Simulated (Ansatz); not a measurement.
**CH₁₀N₂Si₂: up Jacob's ladder to CCSD(T)**

Aim: compute CH₁₀N₂Si₂ with functionals from several rungs and with coupled cluster, and see how far each lands from CCSD(T) at the basis-set limit for the atomisation energy.

Method: functionals in def2-TZVPP, the program's frozen cores in correlated methods; program: Ansatz 0.2.0, Gaussian basis.

The runs, in order: PBE-D4, r2SCAN-D4, PBE0-D4, B3LYP-D4, ωB97X-V, ωB97M-V, B2PLYP; CCSD(T)/def2-TZVPP; MP2/def2-QZVPP; extrapolation to the limit.

## Step 1: The geometry

An earlier PBE0-D4 in a triple-zeta def2 set relaxation fixed the geometry.

SMILES `C[Si](N)(N)[SiH3]`, 15 atoms, charge 0, spin multiplicity 1.

Atoms are counted from 1 here; the program's logs count them from 0.

Bond lengths: C1–Si2 1.872 Å, C1–H6 1.094 Å, C1–H7 1.094 Å, C1–H8 1.093 Å, Si2–N3 1.722 Å, Si2–N4 1.717 Å, Si2–Si5 2.358 Å, N3–H9 1.008 Å, N3–H10 1.007 Å, N4–H11 1.006 Å, N4–H12 1.008 Å, Si5–H13 1.492 Å, Si5–H14 1.494 Å, Si5–H15 1.491 Å. Angles: Si2–C1–H6 111.5°, Si2–C1–H7 110.6°, Si2–C1–H8 110.7°, H6–C1–H7 108.2°, H6–C1–H8 107.6°, H7–C1–H8 108.1°, C1–Si2–N3 105.4°, C1–Si2–N4 116.9°, C1–Si2–Si5 109.1°, N3–Si2–N4 105.9°, N3–Si2–Si5 115.1°, N4–Si2–Si5 104.8°, Si2–N3–H9 119.9°, Si2–N3–H10 120.0°, H9–N3–H10 111.3°, Si2–N4–H11 121.4°, Si2–N4–H12 120.7°, H11–N4–H12 111.9° and more.

## Step 2: PBE-D4 (GGA)

in.yaml reads:

```yaml
crystal:
  periodic: [false, false, false]
  atoms:
    - {symbol: C, position_ang: [-1.312258, -0.110278, 1.294536]}
    - {symbol: Si, position_ang: [0.135127, -0.281917, 0.120321]}
    - {symbol: N, position_ang: [1.534935, -0.313640, 1.122363]}
    - {symbol: N, position_ang: [0.200555, -1.713190, -0.826138]}
    - {symbol: Si, position_ang: [0.066715, 1.475346, -1.449997]}
    - {symbol: H, position_ang: [-1.267250, 0.829482, 1.852616]}
    - {symbol: H, position_ang: [-1.324069, -0.934889, 2.013311]}
    - {symbol: H, position_ang: [-2.257633, -0.124654, 0.746480]}
    - {symbol: H, position_ang: [2.450339, -0.373281, 0.705779]}
    - {symbol: H, position_ang: [1.556176, 0.220952, 1.975409]}
    - {symbol: H, position_ang: [-0.278793, -1.781065, -1.707957]}
    - {symbol: H, position_ang: [0.312236, -2.614265, -0.388333]}
    - {symbol: H, position_ang: [-0.186108, 2.780505, -0.772859]}
    - {symbol: H, position_ang: [-1.009534, 1.293214, -2.469771]}
    - {symbol: H, position_ang: [1.357662, 1.596881, -2.186558]}
basis:
  gaussian: {orbitals: def2-TZVPP}
hamiltonian: {xc: pbe, dispersion: d4}
output: {forces: true, orbitals: {seedname: orbitals}}
```

Run with:

```console
$ ansatz run in.yaml --threads 2 --pin off --events-out ev --progress --plain --max-ram 22528MiB --backend cuda --devices 0, --max-vram 18GiB
```

Further steps of the session: r2SCAN-D4 (meta-GGA); PBE0-D4 (hybrid); B3LYP-D4 (hybrid); ωB97X-V (range-separated); ωB97M-V (range-separated); B2PLYP (double hybrid); CCSD(T) in def2-TZVPP; MP2 in def2-QZVPP.

Before running them: what should the planned runs give, taken together? Wanted: atomisation energy, CCSD(T)/CBS; farthest; mean size of error, hybrid; mean size of error, range-separated; gap, smallest and largest; T1 diagnostic; triples share of the correlation energy.

**Answer**, as computed:

| quantity | value |
| --- | --- |
| atomisation energy, CCSD(T)/CBS | 5159.9 kJ/mol |
| functionals within 25.8 kJ/mol (0.5 %) | r2SCAN-D4, B3LYP-D4, ωB97M-V |
| farthest | B2PLYP (-67.8 kJ/mol) |
| mean size of error, hybrid | 20.7 kJ/mol |
| mean size of error, range-separated | 19.4 kJ/mol |
| gap, smallest and largest | 5.23 eV (PBE-D4), 11.55 eV (ωB97X-V) |
| T1 diagnostic | 0.0111 |
| triples share of the correlation energy | 3.6 % |

In words: PBE-D4 is off by +31.2 kJ/mol. Double hybrids carry the basis error of their MP2 part in triple zeta, and no dispersion term here, so their miss is partly the set-up's. Misses under about 25.8 kJ/mol are within the doubt on the reference itself, which lacks core-valence correlation, relativity and higher excitations. Hartree-Fock recovers 72 % of the binding; the rest is correlation. Orbital gaps span 5.2 to 11.5 eV; exact exchange widens them.
